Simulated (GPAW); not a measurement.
# InSe2 (P4/nmm) in GPAW: a series of runs, part 2 of 2

GPAW 26.7.0. Earlier steps stand in the parts before.

## Step 4: Relaxation of cell and atoms, PBEsol+D4

run.py reads:

```python
from ase import Atoms
from ase.calculators.mixing import SumCalculator
from ase.filters import FrechetCellFilter
from ase.io import write
from ase.optimize import BFGS
from dftd4.ase import DFTD4
from gpaw import GPAW, PW, setup_paths

setup_paths.insert(0, '.')

atoms = Atoms(['In', 'In', 'Se', 'Se', 'Se', 'Se'],
              cell=[[3.894893, 0.0, 0.0],
                    [0.0, 3.894893, 0.0],
                    [0.0, 0.0, 9.626231]],
              scaled_positions=[[0.5, 0.0, 0.293532],
                                [0.0, 0.5, 0.706468],
                                [0.5, 0.5, 0.0],
                                [0.0, 0.0, 0.0],
                                [0.5, 0.0, 0.633788],
                                [0.0, 0.5, 0.366212]],
              pbc=True)

calc = GPAW(mode=PW(600),
            xc='PBEsol',
            kpts={'size': (5, 5, 2), 'gamma': True},
            occupations={'name': 'fermi-dirac', 'width': 0.05},
            nbands=42,
            convergence={'density': 1e-05, 'forces': 0.0001},
            maxiter=150,
            txt='gpaw.txt')
atoms.calc = SumCalculator([calc, DFTD4(method='pbesol')])
opt = BFGS(FrechetCellFilter(atoms), trajectory='relax.traj', logfile='-')
done = opt.run(fmax=0.02, steps=60)
calc.write('gs.gpw')
write('result.traj', atoms)
print('Converged:', done)
print('Cell:', atoms.cell.cellpar().round(4))
print('Volume:', round(atoms.get_volume(), 4))
print(atoms.get_scaled_positions().round(5))
```

Potentials or basis: PAW data sets generated in the run's folder for this functional, pw.

On the command line:

```bash
> gpaw-setup -f PBEsol In Se
> OMP_NUM_THREADS=1 python run.py
```

gpaw.txt:

```text
__  _  _
 | _ |_)|_||  |
 |__||  | ||/\| - 26.7.0

Input parameters:
  mode=PW(ecut=600.0),
  convergence={'density': 1e-05, 'forces': 0.0001},
  kpts=MonkhorstPack(size=(5, 5, 2), gamma=True),
  maxiter=150,
  nbands=42,
  occupations=Occupations(name='fermi-dirac', width=0.05),
  xc=XC(name='PBEsol')

Diagonalizing LCAO Hamiltonian
Converting LCAO to pw mode
   .---------.
  /|         |
 * |         |
 | |         |
 | |         |
 |In         |
 | |  Se     |
 | |         |
 | |         |
 |Se         |
 | |  In     |
 | |         |
 | .---------.
 |/    Se   /
 Se--------*

Atoms  # Å, Bohr magnetons
[... 1292 lines left out ...]
| 7 |  C2  | -1, 0, 0,  0,-1, 0,  0, 0, 1 |
[... 225 lines left out ...]
Atoms  # Å, Bohr magnetons
|   | symbol |        x |         y |         z |    initial magnetic moments |
|---|--------|----------|-----------|-----------|-----------------------------|
| 0 |     In | 1.899046 | -0.000000 |  2.687378 | ( 0.0000,  0.0000,  0.0000) |
| 1 |     In | 0.000000 |  1.899046 |  6.554299 | ( 0.0000,  0.0000,  0.0000) |
| 2 |     Se | 1.899046 |  1.899046 |  0.000000 | ( 0.0000,  0.0000,  0.0000) |
| 3 |     Se | 0.000000 |  0.000000 | -0.000000 | ( 0.0000,  0.0000,  0.0000) |
| 4 |     Se | 1.899046 | -0.000000 |  5.807797 | ( 0.0000,  0.0000,  0.0000) |
| 5 |     Se | 0.000000 |  1.899046 |  3.433879 | ( 0.0000,  0.0000,  0.0000) |

Unit cell  # Å
| periodic |        x |         y |        z |  lengths |    angles |
|----------|----------|-----------|----------|----------|-----------|
|      yes | 3.798091 |  0.000000 | 0.000000 | 3.798091 | 90.000000 |
|      yes | 0.000000 |  3.798091 | 0.000000 | 3.798091 | 90.000000 |
|      yes | 0.000000 | -0.000000 | 9.241677 | 9.241677 | 90.000000 |

Number of symmetries: 8
Symmetry operations  # r_c * U_cc + t_c -> r_c
|   | kind |            matrix            |
|---|------|------------------------------|
| 0 |  E   |  1, 0, 0,  0, 1, 0,  0, 0, 1 |
| 1 |  σ   |  1, 0, 0,  0,-1, 0,  0, 0, 1 |
| 2 |  C2  |  0, 1, 0,  1, 0, 0,  0, 0,-1 |
| 3 |  S4  |  0, 1, 0, -1, 0, 0,  0, 0,-1 |
| 4 |  S4  |  0,-1, 0,  1, 0, 0,  0, 0,-1 |
| 5 |  C2  |  0,-1, 0, -1, 0, 0,  0, 0,-1 |
| 6 |  σ   | -1, 0, 0,  0, 1, 0,  0, 0, 1 |
| 7 |  C2  | -1, 0, 0,  0,-1, 0,  0, 0, 1 |
[... 3240 lines left out ...]
Forces  # eV/Ang
|        x |        y |        z |
|----------|----------|----------|
| -0.00000 | -0.00000 |  0.00318 |  # In   0
|  0.00000 |  0.00000 | -0.00318 |  # In   1
|  0.00000 | -0.00000 |  0.00000 |  # Se   2
|  0.00000 | -0.00000 |  0.00000 |  # Se   3
|  0.00000 |  0.00000 | -0.00216 |  # Se   4
| -0.00000 | -0.00000 |  0.00216 |  # Se   5

# Writing to gs.gpw (mode='')
```

stdout:

```text
Step          Energy          fmax
BFGS:    0      -24.330395        0.861801
BFGS:    1      -24.356875        0.800023
BFGS:    2      -24.529761        0.261725
BFGS:    3      -24.535772        0.304001
BFGS:    4      -24.539088        0.299191
BFGS:    5      -24.557613        0.210362
[... 11 lines left out ...]
BFGS:   17      -24.575885        0.025929
BFGS:   18      -24.575958        0.004841
Converged: True
Cell: [ 3.8158  3.8158  9.055  90.     90.     90.    ]
Volume: 131.8471
[[0.5     1.      0.29698]
 [0.      0.5     0.70302]
 [0.5     0.5     1.     ]
 [0.      0.      1.     ]
 [0.5     1.      0.63002]
 [0.      0.5     0.36998]]
```

Wall time 5.4 min (1 thread of AMD EPYC 9R45 (Zen 5), shared host); peak memory 0.35 GiB.

What came out:

* Free energy: -24.5804 eV
* Relaxed volume: 21.97 Å³/atom
* Relaxed cell: a = 3.816 Å, b = 3.816 Å, c = 9.055 Å, α = 90.00°, β = 90.00°, γ = 90.00°
* Space group after relaxing (to 0.05 Å): P4/nmm (No. 129)
* Energy gained by relaxing: 40.9 meV/atom
* Ionic steps: 19
* Pressure after relaxing: 0.0 GPa
* Largest force after relaxing: 0.004 eV/Å
* Band gap on the k mesh: none (metal or under the smearing width)
* Dispersion energy per atom: -0.248 eV

Forces in eV/Å, atoms in the order of the input:
```
In   0.000  0.000  0.000
In   0.000  0.000  0.000
Se   0.000  0.000  0.000
Se   0.000  0.000  0.000
Se   0.000  0.000  0.004
Se   0.000  0.000 -0.004
```

Step by step:
```
step  energy change (eV)  largest force (eV/Å)  pressure (GPa)  volume (Å³)
   1              0.0000                0.0746           -5.18       146.03
   2             -0.0265                0.0787           -4.90       145.21
   3             -0.1994                0.1681            0.61       133.41
   4             -0.2054                0.1242           -0.24       134.77
   5             -0.2087                0.1035           -0.38       134.90
   6             -0.2272                0.0334           -0.73       134.39
   7             -0.2329                0.0966           -0.44       133.32
   8             -0.2345                0.1069           -0.13       132.61
   9             -0.2355                0.0963            0.08       132.21
  10             -0.2373                0.0642            0.33       131.72
  11             -0.2397                0.0495            0.47       131.34
  12             -0.2419                0.0503            0.35       131.36
  13             -0.2428                0.0627            0.13       131.65
  14             -0.2431                0.0602           -0.01       131.86
  15             -0.2436                0.0603           -0.14       132.06
  16             -0.2443                0.0530           -0.26       132.24
  17             -0.2451                0.0320           -0.28       132.24
  18             -0.2455                0.0093           -0.15       132.03
  19             -0.2456                0.0039           -0.03       131.85
```

Final structure:
```
In Se
1.0
     3.81584    0.00000    0.00000
     0.00000    3.81584    0.00000
     0.00000    0.00000    9.05502
In Se
2 4
Direct
  0.50000 0.00000 0.29698
  0.00000 0.50000 0.70302
  0.50000 0.50000 0.00000
  0.00000 0.00000 0.00000
  0.50000 0.00000 0.63002
  0.00000 0.50000 0.36998
```

Caveat: later steps reuse the first step's grids; pairwise dispersion overbinds metals, which lowers pressure and volume.

## Step 5: Overview

| level | gap on the mesh (eV) | pressure (GPa) | relaxed volume (Å³/atom) |
| --- | --- | --- | --- |
| PBEsol+D3(BJ) | none | 0.0 | 21.62 |
| PBEsol+D3(BJ)+ATM | none | 0.0 | 21.74 |
| PBEsol+D4 | none | 0.0 | 21.97 |

Alike in all rows: task relaxation of cell and atoms; potentials or basis PAW data sets generated in the run's folder for this functional, pw; no spin polarisation; cell relaxed; k mesh 5 × 5 × 2; cutoff (eV) 600; smearing fermi-dirac 0.05 eV.

Caveats: later steps reuse the first step's grids; pairwise dispersion overbinds metals, which lowers pressure and volume.

Total energies depend on the potentials used, so only differences within one code and one set of settings carry meaning.
